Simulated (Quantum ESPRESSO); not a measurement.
# Fe in Quantum ESPRESSO: a series of runs

The runs below take Fe through work function, with PBE.

All numbers are computed with Quantum ESPRESSO 7.5; they aren't measurements. Logs are shortened: lines on timing, memory, paths and dates and some standing lists are left out, and cuts for length are marked.

## 1. Starting point

The cell holds a sheet with vacuum, 1 atom: a = 2.311 Å, b = 2.311 Å, c = 23.800 Å, α = 90.00°, β = 90.00°, γ = 90.00°.

The cell was built by a generator and needn't be a form met in nature.

## 2. Work function, PBE, collinear spin, ferromagnetic start

Input file pw.in:

```
&CONTROL
  calculation = 'scf'
  prefix = 'pwscf'
  outdir = './tmp'
  pseudo_dir = './pseudo'
  tprnfor = .true.
  disk_io = 'low'
/
&SYSTEM
  ibrav = 0
  celldm(1) = 8
  nat = 1
  ntyp = 1
  ecutwfc = 90
  nbnd = 17
  occupations = 'smearing'
  smearing = 'fd'
  degauss = 0.00367493
  nspin = 2
  starting_magnetization(1) = 0.1875
/
&ELECTRONS
  conv_thr = 1d-09
  electron_maxstep = 150
  mixing_beta = 0.3
  mixing_mode = 'local-TF'
/
ATOMIC_SPECIES
Fe    55.8450 Fe.upf
CELL_PARAMETERS alat
  0.5459395152467   0.0000000000000   0.0000000000000
  0.0000000000000   0.5459395152467   0.0000000000000
  0.0000000000000   0.0000000000000   5.6219352207617
ATOMIC_POSITIONS crystal
Fe     0.0000000000    0.0000000000    0.2941200000
K_POINTS automatic
11 11 1 0 0 0
```

Input file pp_density.in:

```
&INPUTPP
  prefix = 'pwscf'
  outdir = './tmp'
  filplot = 'density.dat'
  plot_num = 0
/
&PLOT
  nfile = 1
  filepp(1) = 'density.dat'
  iflag = 3
  output_format = 6
  fileout = 'density.cube'
/
```

Input file pp_potential.in:

```
&INPUTPP
  prefix = 'pwscf'
  outdir = './tmp'
  filplot = 'potential.dat'
  plot_num = 11
/
&PLOT
  nfile = 1
  filepp(1) = 'potential.dat'
  iflag = 3
  output_format = 6
  fileout = 'potential.cube'
/
```

Input file pp_spin.in:

```
&INPUTPP
  prefix = 'pwscf'
  outdir = './tmp'
  filplot = 'spin.dat'
  plot_num = 6
/
&PLOT
  nfile = 1
  filepp(1) = 'spin.dat'
  iflag = 3
  output_format = 6
  fileout = 'spin.cube'
/
```

Input file pp_elf.in:

```
&INPUTPP
  prefix = 'pwscf'
  outdir = './tmp'
  filplot = 'elf.dat'
  plot_num = 8
/
&PLOT
  nfile = 1
  filepp(1) = 'elf.dat'
  iflag = 3
  output_format = 6
  fileout = 'elf.cube'
/
```

Potentials or basis: PseudoDojo 0.4.1 SR PBE standard.

Started as:

```console
$ OMP_NUM_THREADS=1 mpirun -n 2 pw.x -nk 2 -in pw.in > pw.out
$ OMP_NUM_THREADS=1 mpirun -n 1 pp.x -in pp_density.in > pp_density.out
$ OMP_NUM_THREADS=1 mpirun -n 1 pp.x -in pp_potential.in > pp_potential.out
$ OMP_NUM_THREADS=1 mpirun -n 1 pp.x -in pp_spin.in > pp_spin.out
$ OMP_NUM_THREADS=1 mpirun -n 1 pp.x -in pp_elf.in > pp_elf.out
```

pw.out:

```text
This program is part of the open-source Quantum ESPRESSO suite
     for quantum simulation of materials; please cite
[... 6 lines left out ...]
     using ibrav=0 with symmetry is DISCOURAGED, use correct ibrav instead

     K-points division:     npool     =       2
     Subspace diagonalization in iterative solution of the eigenvalue problem:
     a serial algorithm will be used

     G-vector sticks info
     --------------------
     sticks:   dense  smooth     PW     G-vecs:    dense   smooth      PW
     Sum         553     553    169                99055    99055   16309

     Using Slab Decomposition

     bravais-lattice index     =            0
     lattice parameter (alat)  =       8.0000  a.u.
     unit-cell volume          =     857.9162 (a.u.)^3
     number of atoms/cell      =            1
     number of atomic types    =            1
     number of electrons       =        16.00
     number of Kohn-Sham states=           17
     kinetic-energy cutoff     =      90.0000  Ry
     charge density cutoff     =     360.0000  Ry
     scf convergence threshold =      1.0E-09
     mixing beta               =       0.3000
     number of iterations used =            8  local-TF  mixing
     Exchange-correlation= PBE
                           (   1   4   3   4   0   0   0)

     celldm(1)=   8.000000  celldm(2)=   0.000000  celldm(3)=   0.000000
     celldm(4)=   0.000000  celldm(5)=   0.000000  celldm(6)=   0.000000

     crystal axes: (cart. coord. in units of alat)
               a(1) = (   0.545940   0.000000   0.000000 )
               a(2) = (   0.000000   0.545940   0.000000 )
               a(3) = (   0.000000   0.000000   5.621935 )

     reciprocal axes: (cart. coord. in units 2 pi/alat)
               b(1) = (  1.831705  0.000000  0.000000 )
               b(2) = (  0.000000  1.831705  0.000000 )
               b(3) = (  0.000000  0.000000  0.177875 )

     PseudoPot. # 1 for Fe read from file:
     Fe.upf
     Pseudo is Norm-conserving + core correction, Zval = 16.0
     Generated using ONCVPSP code by D. R. Hamann
     Using radial grid of 1426 points,  6 beta functions with:
                l(1) =   0
                l(2) =   0
                l(3) =   1
                l(4) =   1
                l(5) =   2
                l(6) =   2

     atomic species   valence    mass     pseudopotential
     Fe               16.00    55.84500     Fe( 1.00)

     Starting magnetic structure
     atomic species   magnetization
     Fe              0.188

      8 Sym. Ops. (no inversion) found

   Cartesian axes

     site n.     atom                  positions (alat units)
         1        Fe     tau(   1) = (   0.0000000   0.0000000   1.6535236  )

     number of k points=    21  Fermi-Dirac smearing, width (Ry)=  0.0037
                       cart. coord. in units 2pi/alat
        k(    1) = (   0.0000000   0.0000000   0.0000000), wk =   0.0082645
        k(    2) = (   0.0000000   0.1665186   0.0000000), wk =   0.0330579
        k(    3) = (   0.0000000   0.3330372   0.0000000), wk =   0.0330579
        k(    4) = (   0.0000000   0.4995558   0.0000000), wk =   0.0330579
        k(    5) = (   0.0000000   0.6660745   0.0000000), wk =   0.0330579
        k(    6) = (   0.0000000   0.8325931   0.0000000), wk =   0.0330579
[... 13 lines left out ...]
        k(   20) = (   0.6660745   0.8325931   0.0000000), wk =   0.0661157
        k(   21) = (   0.8325931   0.8325931   0.0000000), wk =   0.0330579

     Dense  grid:    99055 G-vectors     FFT dimensions: (  27,  27, 288)

     Generating pointlists ...
     new r_m :   0.2252 (alat units)  1.8016 (a.u.) for type    1

     Initial potential from superposition of free atoms

     starting charge      15.9996, renormalised to      16.0000

     negative rho (up, down):  4.633E-05 3.170E-05
     Starting wfcs are   10 randomized atomic wfcs +    7 random wfcs

     Self-consistent Calculation

     iteration #  1     ecut=    90.00 Ry     beta= 0.30
     Davidson diagonalization with overlap
     ethr =  1.00E-02,  avg # of iterations =  7.3

     negative rho (up, down):  1.688E-05 1.534E-05

     total energy              =    -250.55157902 Ry
     estimated scf accuracy    <       0.18438024 Ry

     total magnetization       =     2.91 Bohr mag/cell
     absolute magnetization    =     2.92 Bohr mag/cell

     iteration #  2     ecut=    90.00 Ry     beta= 0.30
     Davidson diagonalization with overlap
     ethr =  1.15E-03,  avg # of iterations =  1.1

     negative rho (up, down):  1.268E-06 1.151E-06
[... 171 lines left out ...]
     negative rho (up, down):  1.294E-06 1.129E-06

     total energy              =    -250.54494215 Ry
     estimated scf accuracy    <          2.0E-09 Ry

     total magnetization       =     2.76 Bohr mag/cell
     absolute magnetization    =     2.86 Bohr mag/cell

     iteration # 18     ecut=    90.00 Ry     beta= 0.30
     Davidson diagonalization with overlap
     ethr =  1.24E-11,  avg # of iterations =  5.5

     Magnetic moment per site  (integrated on atomic sphere of radius R)
     atom   1 (R=0.225)  charge= 14.0251  magn=  2.6695

     End of self-consistent calculation

 ------ SPIN UP ------------

          k = 0.0000 0.0000 0.0000 ( 12447 PWs)   bands (ev):

   -90.6902 -57.0847 -56.4201 -56.4201  -8.3571  -6.4460  -5.5724  -3.5471
    -3.5471  -2.8826  -2.4418   1.6963   2.1536   2.2839   3.1168   3.3916
     4.7584

          k = 0.0000 0.1665 0.0000 ( 12445 PWs)   bands (ev):

   -90.6846 -57.0805 -56.4612 -56.4166  -8.0982  -6.3154  -5.4898  -3.9885
    -3.5318  -2.9927  -1.9040   1.9192   2.3942   2.5142   3.3578   3.6174
     5.0012

          k = 0.0000 0.3330 0.0000 ( 12447 PWs)   bands (ev):

   -90.6695 -57.0691 -56.5708 -56.4073  -7.4340  -5.8688  -5.2514  -4.6712
    -3.4906  -3.2797  -0.8805   2.5877   3.1092   3.2054   4.0747   4.2948
     5.7229
[... 97 lines left out ...]
          k = 0.6661 0.8326 0.0000 ( 12329 PWs)   bands (ev):

   -90.5635 -56.9902 -56.8663 -56.7830  -6.8242  -5.3926  -5.0140  -4.2578
    -2.3805   3.0230   5.6288   7.9187  10.5346  10.9479  11.7655  11.7697
    12.0376

          k = 0.8326 0.8326 0.0000 ( 12310 PWs)   bands (ev):

   -90.5530 -56.9825 -56.8569 -56.8561  -7.1285  -5.2853  -5.2497  -4.1387
    -1.6887   4.6710   5.9113   9.8447  10.7231  11.7045  11.7464  13.3275
    13.4420

 ------ SPIN DOWN ----------

          k = 0.0000 0.0000 0.0000 ( 12447 PWs)   bands (ev):

   -87.7903 -53.7011 -53.5368 -53.5368  -7.8103  -4.5503  -2.7912  -2.1494
    -0.5640  -0.5640   0.5553   1.7745   2.1049   2.3178   3.1054   3.4796
     4.7673

          k = 0.0000 0.1665 0.0000 ( 12445 PWs)   bands (ev):

   -87.7842 -53.6963 -53.5820 -53.5330  -7.5414  -4.4197  -2.6772  -2.2869
    -0.5452  -0.3868   0.4189   1.9943   2.3560   2.5460   3.3532   3.7013
     5.0169

          k = 0.0000 0.3330 0.0000 ( 12447 PWs)   bands (ev):

   -87.7679 -53.7027 -53.6832 -53.5229  -6.7866  -4.0432  -2.6653  -2.3511
    -0.4948   0.0670   0.2110   2.6535   3.0861   3.2318   4.0819   4.3670
     5.7517
[... 97 lines left out ...]
          k = 0.6661 0.8326 0.0000 ( 12329 PWs)   bands (ev):

   -87.6536 -54.0258 -53.9346 -53.5936  -4.6471  -2.8830  -2.3933  -0.6290
    -0.1593   3.7609   6.3852   8.5382  10.8634  10.9818  11.7372  11.7806
    12.6463

          k = 0.8326 0.8326 0.0000 ( 12310 PWs)   bands (ev):

   -87.6422 -54.0154 -54.0144 -53.5848  -4.9539  -2.7194  -2.6622  -0.4500
     0.7179   5.2118   6.3911  10.3757  11.5018  12.0381  12.5816  13.6908
    13.7942

     the Fermi energy is    -2.4833 ev

!    total energy              =    -250.54494217 Ry
     estimated scf accuracy    <          8.0E-10 Ry
     smearing contrib. (-TS)   =      -0.00073926 Ry
     internal energy E=F+TS    =    -250.54420291 Ry

     The total energy is F=E-TS. E is the sum of the following terms:
     one-electron contribution =   -1232.48695589 Ry
     hartree contribution      =     613.98079557 Ry
     xc contribution           =     -35.51060170 Ry
     ewald contribution        =     403.47255910 Ry

     total magnetization       =     2.76 Bohr mag/cell
     absolute magnetization    =     2.86 Bohr mag/cell

     convergence has been achieved in  18 iterations

     Forces acting on atoms (cartesian axes, Ry/au):

     atom    1 type  1   force =     0.00000000    0.00000000    0.00000000

     Total force =     0.000000     Total SCF correction =     0.000044

=------------------------------------------------------------------------------=
   JOB DONE.
=------------------------------------------------------------------------------=
```

pp_potential.out:

```text
This program is part of the open-source Quantum ESPRESSO suite
     for quantum simulation of materials; please cite
         "P. Giannozzi et al., J. Phys.:Condens. Matter 21 395502 (2009);
         "P. Giannozzi et al., J. Phys.:Condens. Matter 29 465901 (2017);
         "P. Giannozzi et al., J. Chem. Phys. 152 154105 (2020);
     in publications or presentations arising from this work. More details at

     IMPORTANT: XC functional enforced from input :
     Exchange-correlation= PBE
                           (   1   4   3   4   0   0   0)
     Any further DFT definition will be discarded
     Please, verify this is what you really want

     G-vector sticks info
     --------------------
     sticks:   dense  smooth     PW     G-vecs:    dense   smooth      PW
     Sum         553     553    169                99055    99055   16309

     Using Slab Decomposition

     Calling punch_plot, plot_num =  11
     Writing data to file  potential.dat
     Reading data from file  potential.dat

     Writing data to be plotted to file potential.cube
     Plot Type: 3D                     Output format: Gaussian cube

=------------------------------------------------------------------------------=
   JOB DONE.
=------------------------------------------------------------------------------=
```

It took 1.9 min on 2 MPI ranks of Arm Neoverse V2, shared host; peak memory 0.54 GiB.

Results:

```
Free energy                                           : -3408.8376 eV
Band gap on the k mesh                                : none (metal or under the smearing width)
Net moment                                            : 2.76 μB per cell
Absolute moment                                       : 2.86 μB per cell
Site moments                                          : Fe +2.67 μB
Valence electrons inside the program's atomic spheres : Fe 14.03
Work function of the upper face                       : 4.67 eV
Work function of the lower face                       : 4.67 eV
```

Levels at points of the mesh, in eV from the Fermi level:
Spin up:
```
           k point  band 6  band 7  band 8  band 9  band 10  band 11  band 12  band 13  band 14  band 15
(0.00, 0.00, 0.00)   -3.96   -3.09   -1.06   -1.06    -0.40     0.04     4.18     4.64     4.77     5.60
```
Spin down:
| k point | band 3 | band 4 | band 5 | band 6 | band 7 | band 8 | band 9 | band 10 | band 11 | band 12 |
| --- | --- | --- | --- | --- | --- | --- | --- | --- | --- | --- |
| (0.00, 0.00, 0.00) | -51.05 | -51.05 | -5.33 | -2.07 | -0.31 | 0.33 | 1.92 | 1.92 | 3.04 | 4.26 |

[end of part 1 of 3]
